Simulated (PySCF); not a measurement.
# C2H8Ge: the cost of one run

Programs: PySCF 2.14.0, with routines of our own; each step states its level. All values are computed. Atoms count from 0.

## (1) The starting structure

11 atoms, charge 0, multiplicity 1; geometry from: GFN2-xTB.

## (2) Geometry optimisation at PBE0-D3(BJ)/def2-SVP

The job: settings as JSON, then the geometry in Å.

```
{"job": {"xc": "PBE0", "basis": "def2-SVP", "d3": "d3bj", "grid": 1, "maxiter": 30, "kind": "geom"}, "charge": 0, "multiplicity": 1}
C      1.552105     0.583479    -0.076943
Ge     0.102751    -0.688229     0.316480
C     -1.644867     0.042124    -0.216303
H      2.520119     0.184449     0.212082
H      1.396685     1.515723     0.460293
H      1.583084     0.808612    -1.140064
H      0.098101    -1.022623     1.784398
H      0.354243    -1.989782    -0.397007
H     -2.449389    -0.655589    -0.003516
H     -1.849986     0.967157     0.316307
H     -1.657421     0.257350    -1.281690
```

Launch:

```bash
$ OMP_NUM_THREADS=1 python heavy_run.py task.json out
```

One launch serves the whole session: the jobs run in the order shown.

Q: Estimate the wall time and peak memory of this first job on 1 thread of Intel Xeon Gold 6455B, shared host.

About 9.5 s, with a peak of 0.42 GiB.
